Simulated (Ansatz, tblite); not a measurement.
# The cluster Cu5H5: one state, many levels, part 2 of 2

Aim: run the singlet of the cluster Cu5H5 at one geometry on many levels, and compare frontier levels, spin and run time.

Ansatz 0.2.0, Gaussian basis; as each input shows. The steps go on from the part before.

### Step 17. r2SCAN-D4/def2-TZVPD

in.yaml

```yaml
crystal:
  periodic: [false, false, false]
  atoms:
    - {symbol: Cu, position_ang: [1.819165, 0.879145, 0.003015]}
    - {symbol: Cu, position_ang: [-1.286895, -1.070951, -1.120759]}
    - {symbol: Cu, position_ang: [0.356193, 0.680168, 1.864212]}
    - {symbol: Cu, position_ang: [-1.688803, -0.258995, 1.080136]}
    - {symbol: Cu, position_ang: [0.811331, -0.220742, -1.838811]}
    - {symbol: H, position_ang: [-0.247143, -1.335995, -2.327847]}
    - {symbol: H, position_ang: [-1.135584, 0.434613, 2.426001]}
    - {symbol: H, position_ang: [1.914676, 1.016035, 1.607901]}
    - {symbol: H, position_ang: [1.981215, 0.869193, -1.605081]}
    - {symbol: H, position_ang: [-2.524145, -0.992482, -0.088777]}
basis:
  gaussian: {orbitals: def2-TZVPD, initial_orbitals: start.molden}
hamiltonian: {xc: r2scan, dispersion: d4}
scf: {omitted_lower_state_checks: [starts]}
output: {orbitals: {seedname: orbitals}}
```

The run is started by

```
$ ansatz run in.yaml --threads 4 --pin off --events-out ev --progress --plain --max-ram 4787MiB
```

What it wrote:

```text
Functional definition: r2SCAN
  name "r2SCAN"
  cite "Furness, Kaplan, Ning, Perdew & Sun, J. Phys. Chem. Lett. 11, 8208 (2020) doi:10.1021/acs.jpclett.0c02405"
  cite "Furness, Kaplan, Ning, Perdew & Sun, J. Phys. Chem. Lett. 11, 9248 (2020) doi:10.1021/acs.jpclett.0c03077"
  parent r2scan
  parameter k0 = 0.174
  parameter k1 = 0.065
  parameter a1 = 4.9479
  exchange = r2scan_x(k0 = k0, k1 = k1, a1 = a1)
  correlation = r2scan_c
these checks for a lower state are left out or cut short: starts
2600 factors; their error is unknown
mean field evaluation 1: about -223288.9464 eV, gradient 1.6e1 eV
mean field evaluation 2: about -223289.2447 eV, gradient 5.5e-1 eV
mean field evaluation 4: about -223289.1858 eV, gradient 6.5e-2 eV
mean field -223289.18577185 eV, -8205.7262262694 hartree, gradient 2.6e-5 eV, S^2 0.000000; 0 other end points of the search recorded, 0 dependent functions left out
reference -223289.18579275 eV, -8205.7262270374 hartree; 75, 75 occupied and 210, 210 virtual orbitals, 2600 factors
Total energy: -223289.27142936 eV, -8205.7293741248 hartree
Checks for a lower state left out: starts
```

Run time: 16 s. Hardware: 4 threads of Arm Neoverse V2, shared host; peak memory 0.76 GiB.

From the report: HOMO -5.84 eV, LUMO -2.67 eV.

### Step 18. CCSD(T)/def2-SVP

in.yaml: that of step 17 with these lines changed.

```diff
@@ -14,4 +14,4 @@
 basis:
-  gaussian: {orbitals: def2-TZVPD, initial_orbitals: start.molden}
-hamiltonian: {xc: r2scan, dispersion: d4}
+  gaussian: {orbitals: def2-SVP, initial_orbitals: start.molden}
+correlation: {method: ccsd_t, frozen_orbitals: {Cu: 9, H: 0}}
 scf: {omitted_lower_state_checks: [starts]}
```

The command is unchanged.

What it wrote, cut to the lines that bear on the results:

```text
Functional definition: HF
  name "HF"
  cite "Fock, Z. Phys. 61, 126 (1930) doi:10.1007/BF01340294"
  parent pbe
[...]
2000 factors; integrals over basis functions are off by at most 1.2e-3 eV
[...]
mean field -223036.84741196 eV, -8196.4529625847 hartree, gradient 1.8e-6 eV, S^2 0.000000; 0 other end points of the search recorded, 0 dependent functions left out
45 core orbitals not correlated: weight in the atoms' cores, before any rotation towards them, 1.000 or more for the frozen orbitals, at most 0.000 for the correlated occupied ones
reference -223036.84741196 eV, -8196.4529625847 hartree; 30, 30 occupied and 105, 105 virtual orbitals, 2000 factors
second order -47.06038178 eV of doubles, -0.00000000 eV of singles
cycle   1  -38.57920685 eV  change     8.5e0 eV  update   3.8e-1
[...]
cycle  15  -42.07897000 eV  change    3.5e-5 eV  update   7.0e-6
perturbative correction -2.30618883 eV, -0.0847508764 hartree
Total energy: -223081.23257080 eV, -8198.0840870866 hartree
Checks for a lower state left out: starts
```

Wall time 86 s (4 threads of Arm Neoverse V2, shared host); peak memory 1.8 GiB.

Report: Hartree-Fock HOMO -10.45 eV, LUMO 1.61 eV; T1 0.028.

### Step 19. MP2/def2-TZVP

in.yaml: that of step 18 with these lines changed.

```diff
@@ -14,4 +14,4 @@
 basis:
-  gaussian: {orbitals: def2-SVP, initial_orbitals: start.molden}
-correlation: {method: ccsd_t, frozen_orbitals: {Cu: 9, H: 0}}
+  gaussian: {orbitals: def2-TZVP, initial_orbitals: start.molden}
+correlation: {method: mp2, frozen_orbitals: {Cu: 9, H: 0}}
 scf: {omitted_lower_state_checks: [starts]}
```

Same command.

What it wrote:

```text
Functional definition: HF
  name "HF"
  cite "Fock, Z. Phys. 61, 126 (1930) doi:10.1007/BF01340294"
  parent pbe
  exchange = exact_x
  correlation = 0
these checks for a lower state are left out or cut short: starts
2605 factors; integrals over basis functions are off by at most 7.6e-4 eV
mean field evaluation 1: about -223063.5712 eV, gradient 4.8e1 eV
mean field evaluation 2: about -223066.8883 eV, gradient 4.3e0 eV
mean field evaluation 4: about -223067.8664 eV, gradient 2.8e0 eV
mean field evaluation 8: about -223067.8839 eV, gradient 3.5e-4 eV
mean field -223067.88391847 eV, -8197.5935331615 hartree, gradient 3.5e-6 eV, S^2 0.000000; 0 other end points of the search recorded, 0 dependent functions left out
45 core orbitals not correlated: weight in the atoms' cores, before any rotation towards them, 1.000 or more for the frozen orbitals, at most 0.000 for the correlated occupied ones
reference -223067.88391847 eV, -8197.5935331615 hartree; 30, 30 occupied and 180, 180 virtual orbitals, 2605 factors
second order -63.75343264 eV of doubles, -0.00000000 eV of singles
Total energy: -223131.63735112 eV, -8199.9364285976 hartree
Checks for a lower state left out: starts
```

Run time: 12 s. Hardware: 4 threads of Arm Neoverse V2, shared host; peak memory 1.2 GiB.

From the report: Hartree-Fock HOMO -10.63 eV, LUMO 1.13 eV.

### Step 20. RPA/def2-TZVP

in.yaml: that of step 19 with these lines changed.

```diff
@@ -15,4 +15,4 @@
   gaussian: {orbitals: def2-TZVP, initial_orbitals: start.molden}
-correlation: {method: mp2, frozen_orbitals: {Cu: 9, H: 0}}
+hamiltonian: {xc: pbe}
+correlation: {method: rpa, frozen_orbitals: {Cu: 9, H: 0}}
 scf: {omitted_lower_state_checks: [starts]}
-output: {orbitals: {seedname: orbitals}}
```

The command is unchanged.

What it wrote, cut to the lines that bear on the results:

```text
Functional definition: PBE
  name "PBE"
  cite "Perdew, Burke & Ernzerhof, Phys. Rev. Lett. 77, 3865 (1996) doi:10.1103/PhysRevLett.77.3865"
  parent pbe
[...]
2605 factors; integrals over basis functions are off by at most 7.6e-4 eV
[...]
mean field -223257.52077135 eV, -8204.5625589643 hartree, gradient 1.0e-6 eV, S^2 0.000000; 0 other end points of the search recorded, 0 dependent functions left out
45 core orbitals not correlated: weight in the atoms' cores, before any rotation towards them, 1.000 or more for the frozen orbitals, at most 0.000 for the correlated occupied ones
reference -223061.27023808 eV, -8197.3504848899 hartree; 30, 30 occupied and 180, 180 virtual orbitals, 2605 factors
Total energy: -223140.14007265 eV, -8200.2488978505 hartree
Checks for a lower state left out: starts
```

It took 20 s on 4 threads of Arm Neoverse V2, shared host; peak memory 0.99 GiB.

### Step 21. Levels side by side

```csv
level,functions,HOMO (eV),LUMO (eV),gap (eV),time
HF/6-31G,155,-9.85,0.69,10.54,3 s
HF/def2-TZVP,255,-10.63,1.13,11.77,8 s
PBE-D4/def2-SVP,180,-5.42,-2.33,3.09,3.7 s
PBE-D4/def2-TZVP,255,-5.81,-2.71,3.10,5.5 s
PBE-D4/def2-TZVPD,285,-5.81,-2.83,2.97,7.5 s
r2SCAN-D4/def2-TZVP,255,-5.85,-2.55,3.29,13 s
r2SCAN-D4/def2-TZVPD,285,-5.84,-2.67,3.17,16 s
B3LYP-D4/6-31G,155,-5.95,-2.09,3.87,5.5 s
PBE0-D4/def2-SVP,180,-6.96,-1.57,5.39,7 s
PBE0-D4/def2-TZVP,255,-7.28,-1.92,5.36,15 s
PBE0-D4/def2-TZVPD,285,-7.28,-2.09,5.19,18 s
HSE06-D4/def2-TZVP,255,-6.87,-2.27,4.60,11 s
PBE+10HF/def2-SVP,180,-6.03,-2.03,4.00,6.5 s
PBE+15HF/def2-SVP,180,-6.34,-1.88,4.46,6.5 s
PBE+40HF/def2-SVP,180,-7.84,-1.11,6.73,7 s
```

Energy pieces by basis (eV):

```csv
basis,HF,MP2 correlation,CCSD correlation,(T),total
def2-SVP,-223036.8474,-47.0604,-42.0790,-2.3062,-223081.2326
def2-TZVP,-223067.8839,-63.7534,,,-223131.6374 (MP2)
```

The correlation energy is far from converged in these sets, so it jumps between bases; where outer-core shells are correlated, the sets cover them unevenly.

### Step 22. Binding energy

Free atoms were run apart at each level; binding is atoms less cluster, divided by the number of atoms, without zero-point or spin-orbit terms.

Differences are taken before rounding.

```csv
method,binding an atom (eV),from CCSD(T)/def2-SVP (eV),time
HF/6-31G,2.002,-0.253,3 s
HF/def2-SVP,1.398,-0.857,
HF/def2-TZVP,1.304,-0.951,8 s
PBE-D4/def2-SVP,2.576,+0.322,3.7 s
PBE-D4/def2-TZVP,2.330,+0.076,5.5 s
PBE-D4/def2-TZVPD,2.340,+0.086,7.5 s
r2SCAN-D4/def2-TZVP,2.412,+0.158,13 s
r2SCAN-D4/def2-TZVPD,2.420,+0.165,16 s
B3LYP-D4/6-31G,2.827,+0.572,5.5 s
PBE0-D4/def2-SVP,2.384,+0.130,7 s
PBE0-D4/def2-TZVP,2.206,-0.048,15 s
PBE0-D4/def2-TZVPD,2.213,-0.041,18 s
HSE06-D4/def2-TZVP,2.201,-0.053,11 s
MP2/def2-SVP,2.257,+0.003,
MP2/def2-TZVP,2.212,-0.043,12 s
CCSD/def2-SVP,2.180,-0.074,
CCSD(T)/def2-SVP,2.254,0,86 s
```

Among the levels timed on like hardware and quicker than the yardstick, those that no quicker one beats, quickest first: HF/6-31G (3 s, -0.253 eV); PBE-D4/def2-TZVP (5.5 s, +0.076 eV); HSE06-D4/def2-TZVP (11 s, -0.053 eV); MP2/def2-TZVP (12 s, -0.043 eV); PBE0-D4/def2-TZVPD (18 s, -0.041 eV).

### Step 23. Results

What follows sums up all 2 parts.

```
                                                                  quantity                            value
gap in def2-TZVP, named functionals and Hartree-Fock, smallest and largest  3.10 eV (PBE-D4), 11.77 eV (HF)
                                      gap over the share of exact exchange     3.09 eV at 0, 6.73 eV at 0.4
                                      correlation energy, CCSD(T)/def2-SVP                        -44.39 eV
                                         correlation energy, MP2/def2-TZVP                        -63.75 eV
                                         binding an atom, CCSD(T)/def2-SVP                         2.254 eV
                           PBE0 total energy, smallest basis above largest  33.12 eV (def2-SVP, def2-TZVPD)
```

What this shows: Over the named functionals and Hartree-Fock in def2-TZVP the gap runs from 3.10 eV (PBE-D4) to 11.77 eV (HF); exact exchange widens it. Raising the share of exact exchange from 0 to 0.4 moves the HOMO by -2.42 eV and the LUMO by +1.22 eV. A small miss in a minimal or small basis is a cancelling of errors, not accuracy. The functionals in def2-TZVP miss CCSD(T)/def2-SVP by -0.053 (HSE06-D4) to +0.158 eV (r2SCAN-D4) an atom. The yardstick is in a double-zeta basis, so levels in larger sets aren't compared like for like. The reference is CCSD(T) in one finite basis, so it carries an error of its own, often a tenth of an eV or more, and near misses can't be ranked.

For cost: PBE0-D4/def2-TZVPD gets within 0.041 eV in 18 s, where CCSD(T)/def2-SVP took 86 s; the quickest level in the cost chart, HF/6-31G, takes 3 s and misses by 0.253 eV. The slowest run with a step of its own, CCSD(T)/def2-SVP, took 86 s; the quickest functional in def2-TZVP took 5.5 s (shared host).
